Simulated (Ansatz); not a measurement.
# C2H9NSSi: the cost of one run

Program: Ansatz 0.2.0. Level of theory: RKS BLYP/6-31G*. These are calculated values, not measurements.

### Step 1. The system as given

Bond lengths: C1–C2 1.500 Å, C2–S3 1.817 Å, C2–Si4 1.910 Å, Si4–N5 1.647 Å, C1–H6 1.170 Å, C1–H7 1.065 Å, C1–H8 1.077 Å, C2–H9 1.068 Å, S3–H10 1.377 Å, Si4–H11 1.477 Å, Si4–H12 1.498 Å, N5–H13 1.019 Å, N5–H14 0.983 Å. Angles (14 of 22 angles, heavy atoms first): C1–C2–S3 108.7°, C1–C2–Si4 115.0°, S3–C2–Si4 107.2°, C2–Si4–N5 114.7°, C1–C2–H9 110.6°, S3–C2–H9 104.7°, Si4–C2–H9 110.1°, C2–C1–H6 108.9°, C2–C1–H7 115.3°, C2–C1–H8 110.1°, C2–S3–H10 98.2°, C2–Si4–H11 109.1°, C2–Si4–H12 108.0°, N5–Si4–H11 110.4°.

Coordinates:

```xyz
14

C    -1.7604    0.2347    0.6741
C    -0.5263    0.6214   -0.0867
S     0.4372    1.7867    0.9217
Si    0.6322   -0.8292   -0.5377
N     1.9259   -0.4128   -1.4687
H    -2.3973    1.1953    0.8747
H    -1.5864   -0.2312    1.6157
H    -2.4030   -0.3668    0.0541
H    -0.7839    1.1720   -0.9645
H     0.6133    0.9883    2.0294
H     1.0822   -1.4920    0.7033
H    -0.1653   -1.8371   -1.3070
H     2.3993    0.3360   -0.9656
H     2.5196   -1.1946   -1.5138
```

### Step 2. Relaxing end A

Input file input.yaml:

```yaml
crystal:
  periodic: [false, false, false]
  atoms:
    - { symbol: C, position_ang: [-1.7604, 0.2347, 0.6741] }
    - { symbol: C, position_ang: [-0.5263, 0.6214, -0.0867] }
    - { symbol: S, position_ang: [0.4372, 1.7867, 0.9217] }
    - { symbol: Si, position_ang: [0.6322, -0.8292, -0.5377] }
    - { symbol: "N", position_ang: [1.9259, -0.4128, -1.4687] }
    - { symbol: H, position_ang: [-2.3973, 1.1953, 0.8747] }
    - { symbol: H, position_ang: [-1.5864, -0.2312, 1.6157] }
    - { symbol: H, position_ang: [-2.403, -0.3668, 0.0541] }
    - { symbol: H, position_ang: [-0.7839, 1.172, -0.9645] }
    - { symbol: H, position_ang: [0.6133, 0.9883, 2.0294] }
    - { symbol: H, position_ang: [1.0822, -1.492, 0.7033] }
    - { symbol: H, position_ang: [-0.1653, -1.8371, -1.307] }
    - { symbol: H, position_ang: [2.3993, 0.336, -0.9656] }
    - { symbol: H, position_ang: [2.5196, -1.1946, -1.5138] }
basis:
  gaussian: { orbitals: "6-31G*" }
hamiltonian:
  xc: blyp
relax:
  f_tol: 0.02
  max_steps: 50
```

On the command line:

```bash
> ansatz run input.yaml --threads 2 --pin off --max-ram 3072MiB --backend cpu --events-out ev --progress --plain --runs-dir out
```

Q: Estimate wall time and peak memory on 2 threads of Intel Xeon Platinum 8488C (Sapphire Rapids), shared host.

About 20 s, with a peak of 0.18 GiB.
